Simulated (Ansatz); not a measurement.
# C4H12GeO4: up Jacob's ladder to CCSD(T)

Aim: compute C4H12GeO4 with functionals from several rungs and with coupled cluster, and see how far each lands from CCSD(T) at the basis-set limit for the atomisation energy.

Method: functionals in def2-TZVPP, the program's frozen cores in correlated methods; program: Ansatz 0.2.0, Gaussian basis.

Plan: LDA (SPW92), PBE-D4, revPBE-D4, BLYP-D4, r2SCAN-D4, B97M-V, PBE0-D4, B3LYP-D4, r2SCANh-D4, r2SCAN0-D4, HSE06-D4, BHLYP-D4, CAM-B3LYP-D4, LC-ωPBE, ωB97X-V, ωB97M-V, B2PLYP, PBE-QIDH; CCSD(T)/def2-SVP; CCSD(T)/def2-TZVPP; MP2/def2-QZVPP; extrapolation to the limit; RPA on PBE.

## Step 1: Structure used throughout

An earlier PBE0-D4 in a triple-zeta def2 set relaxation fixed the geometry.

21 atoms, charge 0, spin multiplicity 1.

Atoms are counted from 1 here; the program's logs count them from 0.

Bond lengths: C1–O2 1.414 Å, C1–H10 1.092 Å, C1–H11 1.096 Å, C1–H12 1.096 Å, O2–Ge3 1.754 Å, Ge3–O4 1.754 Å, Ge3–O6 1.754 Å, Ge3–O8 1.754 Å, O4–C5 1.414 Å, C5–H13 1.096 Å, C5–H14 1.092 Å, C5–H15 1.096 Å, O6–C7 1.414 Å, C7–H16 1.096 Å, C7–H17 1.092 Å, C7–H18 1.096 Å, O8–C9 1.414 Å, C9–H19 1.096 Å and more. Angles: O2–C1–H10 107.5°, O2–C1–H11 112.0°, O2–C1–H12 112.0°, H10–C1–H11 108.5°, H10–C1–H12 108.5°, H11–C1–H12 108.2°, C1–O2–Ge3 118.5°, O2–Ge3–O4 112.8°, O2–Ge3–O6 103.0°, O2–Ge3–O8 112.8°, O4–Ge3–O6 112.8°, O4–Ge3–O8 103.0°, O6–Ge3–O8 112.8°, Ge3–O4–C5 118.5°, O4–C5–H13 112.0°, O4–C5–H14 107.5°, O4–C5–H15 112.0°, H13–C5–H14 108.5° and more.

## Step 2: LDA

This LDA is Slater exchange with PW92 correlation.

The input, in.yaml:

```yaml
crystal:
  periodic: [false, false, false]
  atoms:
    - {symbol: C, position_ang: [2.058665, 1.033753, -1.454226]}
    - {symbol: O, position_ang: [1.365680, 1.072320, -0.222244]}
    - {symbol: Ge, position_ang: [-0.005315, 0.000757, 0.001604]}
    - {symbol: O, position_ang: [-1.259966, 0.241853, -1.200790]}
    - {symbol: C, position_ang: [-1.844185, 1.524127, -1.318960]}
    - {symbol: O, position_ang: [-0.542350, 0.379592, 1.628303]}
    - {symbol: C, position_ang: [-1.657287, -0.316200, 2.150111]}
    - {symbol: O, position_ang: [0.414928, -1.690806, -0.198497]}
    - {symbol: C, position_ang: [1.418915, -2.239746, 0.632264]}
    - {symbol: H, position_ang: [2.866271, 1.766047, -1.400063]}
    - {symbol: H, position_ang: [2.495906, 0.047917, -1.648723]}
    - {symbol: H, position_ang: [1.410204, 1.293376, -2.298611]}
    - {symbol: H, position_ang: [-1.108064, 2.286411, -1.598096]}
    - {symbol: H, position_ang: [-2.600673, 1.469519, -2.103916]}
    - {symbol: H, position_ang: [-2.330175, 1.841560, -0.389466]}
    - {symbol: H, position_ang: [-2.562228, -0.146402, 1.555852]}
    - {symbol: H, position_ang: [-1.832519, 0.055177, 3.161437]}
    - {symbol: H, position_ang: [-1.479679, -1.396299, 2.202420]}
    - {symbol: H, position_ang: [1.147679, -2.188510, 1.692778]}
    - {symbol: H, position_ang: [1.537108, -3.288956, 0.355495]}
    - {symbol: H, position_ang: [2.382585, -1.734888, 0.500528]}
basis:
  gaussian: {orbitals: def2-TZVPP}
hamiltonian: {xc: lda}
output: {orbitals: {seedname: orbitals}}
```

On the command line:

```sh
$ ansatz run in.yaml --threads 4 --pin off --events-out ev --progress --plain --max-ram 46080MiB --backend cuda --devices 0, --max-vram 37GiB
```

Further steps of the session: PBE-D4 (GGA); revPBE-D4 (GGA); BLYP-D4 (GGA); r2SCAN-D4 (meta-GGA); B97M-V (meta-GGA); B3LYP-D4 (hybrid); r2SCANh-D4 (hybrid); r2SCAN0-D4 (hybrid); HSE06-D4 (hybrid); BHLYP-D4 (hybrid); CAM-B3LYP-D4 (range-separated); LC-ωPBE (range-separated); ωB97X-V (range-separated); ωB97M-V (range-separated); B2PLYP (double hybrid); PBE-QIDH (double hybrid); CCSD(T) in def2-SVP; CCSD(T) in def2-TZVPP; MP2 in def2-QZVPP; RPA on PBE orbitals.

Before running them: what should the planned runs give, taken together? Wanted: atomisation energy, CCSD(T)/CBS; farthest beyond LDA; mean size of error, GGA; mean size of error, meta-GGA; mean size of error, hybrid; mean size of error, range-separated; mean size of error, double hybrid; gap, smallest and largest; T1 diagnostic.

The runs gave:

| quantity | value |
| --- | --- |
| atomisation energy, CCSD(T)/CBS | 8091.6 kJ/mol |
| functionals within 80.9 kJ/mol (1.0 %) | BLYP-D4, r2SCAN-D4, B97M-V, PBE0-D4, B3LYP-D4, r2SCANh-D4, HSE06-D4, CAM-B3LYP-D4, LC-ωPBE, ωB97X-V, ωB97M-V |
| farthest beyond LDA | BHLYP-D4 (-312.6 kJ/mol) |
| mean size of error, GGA | 86.6 kJ/mol |
| mean size of error, meta-GGA | 16.7 kJ/mol |
| mean size of error, hybrid | 111.0 kJ/mol |
| mean size of error, range-separated | 22.1 kJ/mol |
| mean size of error, double hybrid | 100.4 kJ/mol |
| gap, smallest and largest | 5.42 eV (LDA (SPW92)), 13.56 eV (LC-ωPBE) |
| T1 diagnostic | 0.0117 |
| triples share of the correlation energy | 3.7 % |

LDA overbinds by 1224.0 kJ/mol (15 %). PBE-D4 misses by +132.7 kJ/mol. Double hybrids carry the basis error of their MP2 part in triple zeta, and no dispersion term here, so their miss is partly the set-up's. The rungs meta-GGA, range-separated miss on average by less than the doubt on the reference (80.9 kJ/mol), so they tie. Misses under about 80.9 kJ/mol are within the doubt on the reference itself, which lacks core-valence correlation, relativity and higher excitations, and its outer-core shells are covered unevenly. Hartree-Fock recovers 71 % of the binding; the rest is correlation. CCSD(T) in def2-SVP is off by -442.5 kJ/mol, which most functionals beat. The gap grows from 5.4 to 13.6 eV across the functionals, mostly with the share of exact exchange. Correlated methods include outer-core shells of Ge, which these sets cover unevenly.
